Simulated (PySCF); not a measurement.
**C₅H₈BBr: electronic excitations**

Aim: predict the electronic excitations of C₅H₈BBr (`C#CCCB(C)Br`).

The runs use PySCF 2.14.0, with density-fitted response routines of our own; the level of theory stands in each step. All values are computed, except where a source is named. Atoms count from 0, in the outputs and in this text.

### 1 Starting geometry

15 atoms, charge 0, multiplicity 1; geometry from: GFN2-xTB.

Bonds of the start (Å): C0–C1 1.20, C1–C2 1.45, C2–C3 1.54, C3–B4 1.58, B4–C5 1.57, B4–Br6 1.89, C0–H7 1.05, C2–H8 1.09, C2–H9 1.09, C3–H10 1.10, C3–H11 1.10, C5–H12 1.09, C5–H13 1.09, C5–H14 1.09.

### 2 Ultraviolet spectrum: wB97X-D/def2-SVPD

The job: settings as JSON, then the geometry in Å.

```
{"job": {"kind": "uv", "xc": "wB97X-D", "basis": "def2-SVPD", "nstates": 8, "ntriplets": 3}, "charge": 0, "multiplicity": 1}
C      2.363518     0.910496     0.633917
C      1.707015     0.289122    -0.150261
C      0.904498    -0.487738    -1.073870
C     -0.090118    -1.394919    -0.328490
B     -1.218541    -0.674244     0.514658
C     -1.500432     0.870411     0.438031
Br    -2.292843    -1.766081     1.616211
H      2.944691     1.461210     1.311645
H      0.367837     0.194590    -1.739347
H      1.576146    -1.097743    -1.685713
H      0.480173    -2.077232     0.313172
H     -0.573504    -2.045852    -1.068983
H     -0.599955     1.441609     0.667549
H     -2.291515     1.209173     1.104631
H     -1.781384     1.163877    -0.575062
```

Method: TDDFT wB97X-D/def2-SVPD, vertical, gas phase, core orbitals frozen in the response.

Run with:

```bash
> OMP_NUM_THREADS=1 python probes_run.py task.json out
```

This one command runs all jobs of the session in turn.

Predict these results of the whole session: lowest singlet (wB97X-D/def2-SVPD); brightest single state of those computed; lowest triplet.

**Answer**, as computed:

| quantity | value |
| --- | --- |
| lowest singlet (wB97X-D/def2-SVPD) | 5.47 eV (227 nm), f = 0.000 |
| brightest single state of those computed | state 5, 6.92 eV, f = 0.145 |
| lowest triplet | 5.23 eV |

The first singlet state (HOMO→LUMO 0.53, HOMO−2→LUMO 0.43) lies at 5.47 eV and is dark; of the 8 states computed, the strongest absorption comes from state 5 at 6.92 eV. The lowest triplet lies 0.24 eV below the lowest singlet (triplets in Tamm-Dancoff, singlets in full TDDFT).
